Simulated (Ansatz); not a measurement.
# HfB: a single-point run

The task is a single-point run on HfB. The structure is shown as the input types it.

Computed with Ansatz 0.2.0 (DFT, PBE, all-electron LAPW, scalar-relativistic, unless a step's input says otherwise).

## (1) The starting structure

Symmetry: Fm-3m, No. 225, cubic system. Conventional cell: a = 4.620 Å, b = 4.620 Å, c = 4.620 Å, α = 90.00°, β = 90.00°, γ = 90.00°. Hf (site symmetry m-3m) is surrounded by 6 B at 2.31 Å. B (site symmetry m-3m) is surrounded by 6 Hf at 2.31 Å.

As a file:

```xyz
2
Lattice="0.0000 2.3100 2.3100 2.3100 0.0000 2.3100 2.3100 2.3100 0.0000" Properties=species:S:1:pos:R:3 pbc="T T T"
Hf    2.3100    2.3100    2.3100
B     0.0000    0.0000    0.0000
```

## (2) Input and run

Input file input.yaml:

```yaml
crystal:
  lattice:
    - [0.0, 2.31, 2.31]
    - [2.31, 0.0, 2.31]
    - [2.31, 2.31, 0.0]
  atoms:
    - { symbol: Hf, position: [0.5, 0.5, 0.5] }
    - { symbol: B, position: [0.0, 0.0, 0.0] }
kpoints:
  mp_grid: { grid: [15, 15, 15] }
scf:
  occupations: { method: gaussian, width: 2.0 }
  max_iter: 100
hamiltonian:
  xc: pbe
  pseudopotentials: { kind: all_electron, lapw: { basis_error: 0.01 } }
output:
  forces: true
  stress: true
  eigenvalues: true
```

Launch:

```sh
$ ansatz run input.yaml --threads 1 --pin off --max-ram 2048MiB --backend cpu --events-out ev --progress --plain --runs-dir out
```

**Question.** How will this run end, and is anything wrong with its input?

The program finished normally. It gives a pressure of 34 GPa, which is large; a structure far from rest gives such values too, whatever the setting.

The suspect setting: scf.occupations.method is gaussian; scf.occupations.width is 2.0. A smearing this wide moves electrons out of filled levels into empty ones.

To check: set scf.occupations.method to fermi_dirac and scf.occupations.width to 0.05.
